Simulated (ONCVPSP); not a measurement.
# Pseudopotential generation for holmium: ONCV, PBEsol

Do these settings give a usable potential? It is generated, then checked for transferability, scattering, ghosts and hardness.

Method: ONCVPSP 4.0.1.1 (patched build), PBEsol, scalar-relativistic.

### Step 1. Starting point

Typed settings, in words:

```
element                 : holmium (Ho, Z = 67)
type                    : optimised norm-conserving Vanderbilt (ONCV)
frozen core             : [Kr] 4d10
valence charge          : 21
reference configuration : 4f11 5s2 5p6 (charge +2)
partial waves           : 5s: rc 1.40 bohr, ncon 5, nbas 10, qcut 4 1/bohr, 2 projectors, debl 3.7 Ha; 5p: rc 1.85 bohr, ncon 4, nbas 7, qcut 7.5 1/bohr, 3 projectors, debl 0.9 Ha; d scattering state at 0.45 Ha: rc 1.95 bohr, ncon 3, nbas 6, qcut 5.1 1/bohr, 3 projectors, debl 3.4 Ha; 4f: rc 1.40 bohr, ncon 4, nbas 9, qcut 14.6 1/bohr, 2 projectors, debl 3.2 Ha
local potential         : polynomial inside 0.95 bohr (lpopt 3, dvloc0 0 Ha)
core correction         : Teter function, fcfact 5.5, rcfact 1.3
```

The nodes and maxima of the atom's own shells, from an earlier all-electron run, set the scale for the radii.

All-electron outer shells of the reference configuration (PBEsol, scalar-relativistic, ld1.x):

| shell | level (eV) | outermost node (bohr) | outermost maximum (bohr) |
| --- | --- | --- | --- |
| 5p | -40.11 | 0.66 | 1.29 |
| 4f | -17.31 | – | 0.53 |
| 6s | -14.51 | 1.52 | 2.99 |
| 5d | -13.45 | 0.75 | 1.91 |
| 6p | -10.06 | 1.83 | 3.74 |

### Step 2. Generation

Ho.dat reads:

```
# ATOM AND REFERENCE CONFIGURATION
# atsym  z   nc   nv     iexc    psfile
  Ho 67.00    9    3  -116133      upf
#
#   n    l    f
    1    0    2.00
    2    0    2.00
    2    1    6.00
    3    0    2.00
    3    1    6.00
    3    2   10.00
    4    0    2.00
    4    1    6.00
    4    2   10.00
    4    3   11.00
    5    0    2.00
    5    1    6.00
#
# PSEUDOPOTENTIAL AND OPTIMIZATION
# lmax
    3
#
#   l,   rc,      ep,       ncon, nbas, qcut
    0    1.40    0.00    5   10    4.00
    1    1.85    0.00    4    7    7.50
    2    1.95    0.45    3    6    5.10
    3    1.40    0.00    4    9   14.60
#
# LOCAL POTENTIAL
# lloc, lpopt,  rc(5),   dvloc0
    4    3    0.95    0.00
#
# VANDERBILT-KLEINMAN-BYLANDER PROJECTORs
# l, nproj, debl
    0    2    3.70
    1    3    0.90
    2    3    3.40
    3    2    3.20
#
# MODEL CORE CHARGE
# icmod, fcfact, rcfact
    3    5.50    1.30
#
# LOG DERIVATIVE ANALYSIS
# epsh1, epsh2, depsh
   -4.00    5.00    0.02
#
# OUTPUT GRID
# rlmax, drl
    6.00    0.01
#
# TEST CONFIGURATIONS
# ncnf
    4
# nvcnf
#   n    l    f
    4
    4    3   11.00
    5    0    2.00
    5    1    6.00
    6    0    2.00
#
    4
    4    3   11.00
    5    0    2.00
    5    1    6.00
    6    0    1.00
#
    3
    4    3   10.00
    5    0    2.00
    5    1    6.00
#
    5
    4    3   11.00
    5    0    2.00
    5    1    6.00
    5    2    1.00
    6    0    1.00
#
```

Run with:

```
$ oncvpsp.x < Ho.dat > Ho.out
```

What does the calculation give? Wanted: cutoffs for 1 and 0.1 mHa per electron, occupied waves; bound ghosts; GHOST(+) flags; largest test error; largest phase difference near zero energy, channels read; rms error of d²Exc/dn², without and with the model core; projector energies reset by the program.

**Answer**, as computed:

| quantity | value |
| --- | --- |
| cutoffs for 1 and 0.1 mHa per electron, occupied waves | 143 Ha and 160 Ha |
| bound ghosts | none found |
| GHOST(+) flags | s at 38 eV, p at 279 eV |
| largest test error (AE − PS) | +121 meV, for 4f10 5s2 5p6 (1 test unsolved) |
| largest phase difference near zero energy, channels read | 0.000 rad |
| rms error of d²Exc/dn², without and with the model core | 6.91 and 2.16 mHa |
| projector energies reset by the program | p: -1.474, 0.250, 1.150 Ha; d: 0.050, 3.450, 6.850 Ha |

In words: By total energies transferability is poor: the largest error is 121 meV on 26.0 eV, for 4f10 5s2 5p6. Of the tests 1 gave no usable energy difference, which is a warning in itself. The potential is very hard: the looser tolerance needs 143 Ha. At the looser tolerance the 5s wave is the slowest; 4f needs 80 Ha. It is free of bound ghosts as far as tested. Near zero energy the phases of the channels with partial waves agree within 0.001 rad. The program also flags highly localised states, GHOST(+) (s, p).
